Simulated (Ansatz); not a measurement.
# CH2As (doublet): wave-function methods side by side at a displaced geometry (v1), cc-pVDZ

How much of the correlation energy of CH2As (doublet) does each wave-function method recover here?

Computed with Ansatz 0.2.0, Gaussian basis. Level: cc-pVDZ, core rule «outside noble gas», up to 15 orbitals frozen.

Plan: UHF; CCSD(T) on ROHF; CCSD(T) on UHF; BCCD(T) on ROHF; CISD; CCSDT(Q) on ROHF; CCSDT(Q) on UHF; CASSCF and MRCISD+Q, 11 electrons in 10 orbitals; CASSCF and NEVPT2, 11 electrons in 10 orbitals.

27 further runs of the same task are left out: 17 that didn't finish, 10 set aside as unsound or not needed.

## (1) The system

The geometry is a PBE0/def2-TZVP stationary point (not a proven minimum) with its atoms shifted at random (size 0.040 Å). No spin-orbit coupling is included. The filled d shell of As may be among the frozen orbitals whatever the setting's name suggests; the logs give the count.

4 atoms, charge 0, spin multiplicity 2.

Atoms are counted from 1 here; the program's logs count them from 0.

Bond lengths: C1–As2 1.807 Å, As2–H3 1.579 Å, As2–H4 1.516 Å. Angles: C1–As2–H3 126.3°, C1–As2–H4 127.7°, H3–As2–H4 106.0°.

As a file:

```
C     0.0008    0.0133    1.5843
As    0.0000   -0.0028   -0.2229
H     0.0479    1.2597   -1.1693
H    -0.0548   -1.2095   -1.1394
```

## (2) UHF

The input, in.yaml:

```yaml
crystal:
  periodic: [false, false, false]
  atoms:
    - {symbol: C, position_ang: [0.000798, 0.013330, 1.584348]}
    - {symbol: As, position_ang: [-0.000035, -0.002812, -0.222928]}
    - {symbol: H, position_ang: [0.047929, 1.259663, -1.169251]}
    - {symbol: H, position_ang: [-0.054848, -1.209481, -1.139448]}
basis:
  gaussian: {orbitals: cc-pVDZ}
magnetization: {spin_polarized: true, initial_magnetization: 1}
hamiltonian: {xc: hf}
output: {orbitals: {seedname: orbitals}}
```

The run is started by

```console
$ ansatz run in.yaml --threads 1 --pin off --events-out ev --progress --plain --max-ram 2393MiB
```

The runs that follow: CCSD(T) on ROHF; CCSD(T) on UHF; BCCD(T) on ROHF; CISD; CCSDT(Q) on ROHF; CCSDT(Q) on UHF; CASSCF and MRCISD+Q, 11 electrons in 10 orbitals; CASSCF and NEVPT2, 11 electrons in 10 orbitals.

Q: Predict the results of all the runs planned. Wanted: RCCSDT(Q) below the RHF energy; RMP2 from RCCSDT(Q); UMP2 from RCCSDT(Q); RCCSD from RCCSDT(Q); RCCSD(T) from RCCSDT(Q); UCCSD(T) from RCCSDT(Q); UCCSDT(Q) from RCCSDT(Q); NEVPT2 valence from RCCSDT(Q); MRCISD+Q valence from RCCSDT(Q).

As calculated:

| quantity | value |
| --- | --- |
| RCCSDT(Q) below the RHF energy | -7.3367 eV |
| RMP2 from RCCSDT(Q) | +33.17 kcal/mol |
| UMP2 from RCCSDT(Q) | +35.99 kcal/mol |
| RCCSD from RCCSDT(Q) | +9.49 kcal/mol |
| RCCSD(T) from RCCSDT(Q) | +1.71 kcal/mol |
| UCCSD(T) from RCCSDT(Q) | +2.17 kcal/mol |
| UCCSDT(Q) from RCCSDT(Q) | -0.12 kcal/mol |
| NEVPT2 valence from RCCSDT(Q) | +21.07 kcal/mol |
| MRCISD+Q valence from RCCSDT(Q) | -0.07 kcal/mol |
| levels within 1 kcal/mol (43 meV) | RCCSDT, UCCSDT, UCCSDT(Q), MRCISD+Q valence |
| T1 diagnostic | 0.041 |
| effectively unpaired electrons | 1.12 |

**Reading.** RCCSD(T) misses by +1.71 kcal/mol, 1.0 % of the correlation energy. CCSD(T) misses by +1.71 kcal/mol on the restricted determinant and by +2.17 kcal/mol on the unrestricted one; the two need not hold the same state or core. The occupations are near whole numbers, but T1 = 0.041 shows that the orbitals relax strongly. Of the multireference levels listed MRCISD+Q valence comes nearest in total energy (-0.07 kcal/mol), which doesn't show that its space is the better one. These misses are within one basis, not against nature; the frozen cores of restricted and unrestricted runs differ, which can shift their rows.
